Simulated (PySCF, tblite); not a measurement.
# CH8BNO4Si, a small molecule taken as a stand-in for a surface group (Si site with back bonds OB(O)O, N, OC): NMR shifts, core binding energies and electronic excitations

Wanted: the NMR shifts, core binding energies and electronic excitations for `CO[SiH](N)OB(O)O`.

Programs: tblite 0.8.0 and PySCF 2.14.0. All values are calculated, for the isolated system unless a continuum is named. Atoms count from 0, parts from 1.

### Step 1. Starting point

16 atoms, charge 0, multiplicity 1; geometry: distance geometry start.

### Step 2. Geometry optimisation with GFN2-xTB

The job: settings as JSON, then the geometry in Å.

```
{"job": {"kind": "relax", "xc": "GFN2-xTB", "basis": "xTB"}, "charge": 0, "multiplicity": 1}
Si     0.287125     0.490464     0.097895
O     -1.131471     0.443165     1.017407
B     -2.246084    -0.194617     0.344926
O     -3.465870    -0.437819     1.073443
O     -2.083905    -0.412625    -1.089200
N      0.960036     2.164259     0.022040
O      1.425718    -0.561558     0.885851
C      2.334333    -1.093811    -0.041765
H      0.115648     0.007912    -1.270679
H     -3.249464    -0.453903     2.045506
H     -2.375320    -1.342924    -1.276597
H      1.595667     2.302935    -0.803306
H      0.075413     2.796731    -0.134717
H      2.096698    -2.187884    -0.124027
H      2.199986    -0.624417    -1.042401
H      3.388167    -0.949718     0.331995
```

Method: GFN2-xTB geometry optimisation, gas phase.

On the command line:

```bash
OMP_NUM_THREADS=1 python cluster_run.py task.json out
```

One launch serves the whole session: the jobs run in the order shown.

**Question.** The jobs that follow are: PBE0-D3(BJ)/def2-SVP geometry optimisation, gas phase; GIAO PBE0/pcSseg-1 NMR shielding, non-relativistic, gas phase; delta-SCF UKS SCAN, pcX-2 on the ionised atom, pcseg-1 elsewhere, spin-free X2C; TDDFT CAM-B3LYP/def2-SVPD, vertical, gas phase, core orbitals frozen in the response. Predict: point group; rotational constants (main isotopes); ¹³C shifts against TMS (PBE0/pcSseg-1); ¹H shifts against TMS (PBE0/pcSseg-1); ²⁹Si shifts against TMS (PBE0/pcSseg-1); ¹⁷O shifts against H2O (PBE0/pcSseg-1); ¹¹B shifts against BF3·OEt2 (PBE0/pcSseg-1); ¹⁵N shifts against NH3 (PBE0/pcSseg-1); O1s binding energies, SCAN/pcX-2 (standing for 2 of 4 atoms); Si2p binding energies, SCAN/pcX-2; B1s binding energies, SCAN/pcX-2; N1s binding energies, SCAN/pcX-2; lowest singlet (CAM-B3LYP/def2-SVPD); lowest triplet; vertical ionisation energy (ΔSCF).

**Answer**, as computed:

| quantity | value |
| --- | --- |
| point group | C1 |
| rotational constants (main isotopes) | 3.02, 0.99, 0.78 GHz |
| ¹³C shifts against TMS (PBE0/pcSseg-1) | 50.9 ppm |
| ¹H shifts against TMS (PBE0/pcSseg-1) | 4.69, 3.64, 3.64, 3.60, 3.04, 2.92, 1.98, 0.73 ppm |
| ²⁹Si shifts against TMS (PBE0/pcSseg-1) | -40.8 ppm |
| ¹⁷O shifts against H2O (PBE0/pcSseg-1) | 116.6, 90.3, 82.2, 42.7 ppm |
| ¹¹B shifts against BF3·OEt2 (PBE0/pcSseg-1) | 17.5 ppm |
| ¹⁵N shifts against NH3 (PBE0/pcSseg-1) | 24.9 ppm |
| O1s binding energies, SCAN/pcX-2 (standing for 2 of 4 atoms) | O1 538.09, O6 537.94 eV |
| Si2p binding energies, SCAN/pcX-2 | Si0 107.82 eV |
| B1s binding energies, SCAN/pcX-2 | B2 198.28 eV |
| N1s binding energies, SCAN/pcX-2 | N5 404.45 eV |
| lowest singlet (CAM-B3LYP/def2-SVPD) | 6.92 eV (179 nm), f = 0.041 |
| lowest triplet | 6.56 eV |
| vertical ionisation energy (ΔSCF) | 9.91 eV |

**Reading.** The start of the PBE0/def2-SVP relaxation was shaken at random by about 0.01 Å, so part of the energy gained, and of the first lengths quoted, undoes that. Over 33 steps the energy fell by 0.340 eV; of the close pairs, Si0–O6 changed most, 1.596 to 1.653 Å (PBE0/def2-SVP). No frequency check was run at this level, so the end point may be a saddle. Hydrogens of an XH3 group are listed apart at this fixed geometry; free rotation makes them one line at their mean. At PBE0/pcSseg-1: The largest span, 141 ppm, is at O6, where the paramagnetic term is -108 ppm. At SCAN/pcX-2: The O1s levels kept as sound span 0.14 eV, from O6 (oxygen bonded to C, Si) up to O1 (oxygen bonded to B, Si). Only 2 of the 4 O atoms are covered by sound results. The first singlet state (HOMO→LUMO 0.42, HOMO→LUMO+2 0.31) lies at 6.92 eV and is weak. The lowest triplet lies 0.36 eV below the lowest singlet (triplets in Tamm-Dancoff, singlets in full TDDFT). The orbital energy would give 8.95 eV for ionisation, ΔSCF gives 9.91 eV. A capped cluster stands for the solid here, so long-range fields and strain are missing, and bands or shifts of the capping hydrogens have no counterpart in it.
